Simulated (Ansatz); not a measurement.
Run this with the Python package of Ansatz (0.2.0) and show what comes out.

`ir.py`:
```python
import warnings

import ansatz as az
from ase.data import atomic_numbers
import numpy as np
import spglib


def main() -> None:
    warnings.simplefilter("ignore", az.DeckWarning)

    crystal = (
        az.Lattice.of((12.238455, 0.0, 0.0), (0.0, 2.233431, 0.0), (0.0, 0.0, 7.193001))
        .atom("Ir", (0.25, 0.0, 0.163988))
        .atom("Ir", (0.75, 0.0, 0.836012))
    )

    path = [
        ("G", (0.0, 0.0, 0.0)),
        ("X", (0.5, 0.0, 0.0)),
        ("S", (0.5, 0.5, 0.0)),
        ("Y", (0.0, 0.5, 0.0)),
        ("G", (0.0, 0.0, 0.0)),
        ("Z", (0.0, 0.0, 0.5)),
        ("U", (0.5, 0.0, 0.5)),
    ]
    calculation = crystal.calculation()
    calculation = calculation.scf(tolerance=1e-05)
    calculation = calculation.basis(23 * az.Ry)
    calculation = calculation.kpoints(1, 6, 2)
    calculation = calculation.occupations("cold", width=0.15)
    calculation = calculation.functional("r2scan")
    calculation = calculation.band_structure([point for _, point in path], intervals=4)
    calculation = calculation.scf(extra_bands=10)
    calculation = calculation.band_table()
    planned = calculation.session().plan(threads=1)
    facts = planned.describe()
    print("plan:", facts["n_bands"], "bands,", len(facts["kpoints_frac"]), "k-points, plane waves", facts["n_pw_range"], "grid", facts["fft_dense"])
    outcome = planned.execute()
    r = outcome.report

    n_atoms = len(r["lattice"]["sites"])
    print("F =", round(r["free_energy_ev"], 4), "eV for", n_atoms, "atoms")
    print("E(sigma -> 0) =", round(r["energy_sigma0_ev"], 4), "eV, TS =", round(r["entropy_ts_ev"], 5), "eV")
    print("closed by", r["closed_by"], "after", r["n_iterations"], "iterations")

    edges = r.get("band_edges_ev")
    if edges:
        print(f"band edges on the mesh: {edges[0]:.3f} and {edges[1]:.3f} eV, gap {edges[1] - edges[0]:.3f} eV")
    else:
        print("no band edges reported (a metal, or a gap too narrow for this smearing); Fermi level", round(r["fermi_energy_ev"], 3), "eV")

    spg_cell = (outcome.lattice.cell_ang, [s.position_frac for s in outcome.lattice.sites], [atomic_numbers[s.symbol] for s in outcome.lattice.sites])
    for tolerance in (1e-5, 1e-3, 1e-1):
        print(f"symprec {tolerance:g} A: {spglib.get_spacegroup(spg_cell, symprec=tolerance)}")
    print("operations used by the run:", r["n_symmetry_ops"])

    bands = outcome.band_structure()
    fermi = bands.fermi_energy_ev
    print(f"zero of the bands: {fermi:.3f} eV, the Fermi level found on the SCF mesh")
    for spin, channel in enumerate(bands.channels):
        print("channel", spin, "- computed levels within 6 eV of the Fermi level")
        for i, (label, _) in enumerate(path):
            levels = channel.eigenvalues_ev[i * 4] - fermi
            print(f"  {label:3s}", " ".join(f"{e:7.3f}" for e in levels if abs(e) < 6))


if __name__ == "__main__":
    main()
```

`python ir.py` gives:
```text
plan: 27 bands, 8 k-points, plane waves [2461, 2510] grid [72, 15, 45]
F = -23888.4374 eV for 2 atoms
E(sigma -> 0) = -23888.4297 eV, TS = 0.023 eV
closed by deck_thresholds after 6 iterations
no band edges reported (a metal, or a gap too narrow for this smearing); Fermi level -1.534 eV
symprec 1e-05 A: Pmma (51)
symprec 0.001 A: Pmma (51)
symprec 0.1 A: Pmma (51)
operations used by the run: 8
zero of the bands: -1.534 eV, the Fermi level found on the SCF mesh
channel 0 - computed levels within 6 eV of the Fermi level
  G    -2.217  -2.158  -1.653  -1.651  -1.647  -1.643   2.691   2.693   2.693   2.693   2.888   3.415   3.485   3.597   5.889
  X    -2.188  -2.188  -1.654  -1.654  -1.643  -1.643   2.693   2.693   2.694   2.694   3.175   3.175   3.471   3.471
  S    -4.783  -4.783  -4.782  -4.782   0.151   0.151   0.154   0.154   1.333   1.333
  Y    -4.783  -4.783  -4.783  -4.781   0.149   0.152   0.152   0.153   1.328   1.338
  G    -2.217  -2.158  -1.653  -1.651  -1.647  -1.643   2.691   2.693   2.693   2.693   2.888   3.415   3.485   3.597   5.889
  Z    -2.190  -2.146  -1.649  -1.648  -1.648  -1.642   2.688   2.691   2.692   2.694   3.003   3.048   3.085   3.495
  U    -2.168  -2.168  -1.654  -1.654  -1.642  -1.642   2.690   2.690   2.692   2.692   2.949   2.949   3.381   3.381
```

Caveats:
- The settings weren't tested for convergence.
- The cutoff lies under the one recommended for these potentials.
- No spin polarisation was allowed.
- The cell holds layers, chains or clusters in vacuum, no bulk phase.
- For a metal this k-point mesh is coarse: on a finer one energies can move by several to tens of meV an atom and pressures by half a GPa or more, differences at one mesh by less.
- The zero of the levels is a convention of the potentials, so an absolute Fermi energy is no work function.
- Legs of the path along the vacuum direction only repeat the in-plane bands.
- This isn't the structure that Ir takes at ambient conditions.
- Gaps and levels are Kohn-Sham values on a finite set of k-points, without spin-orbit coupling.
- The script silences the warnings on its input, which a real study should read.
- Hardware and time: 11 s on 1 thread of AMD EPYC 7R43 64-Core Processor (Zen 3), on a shared host, peak memory 0.53 GiB.
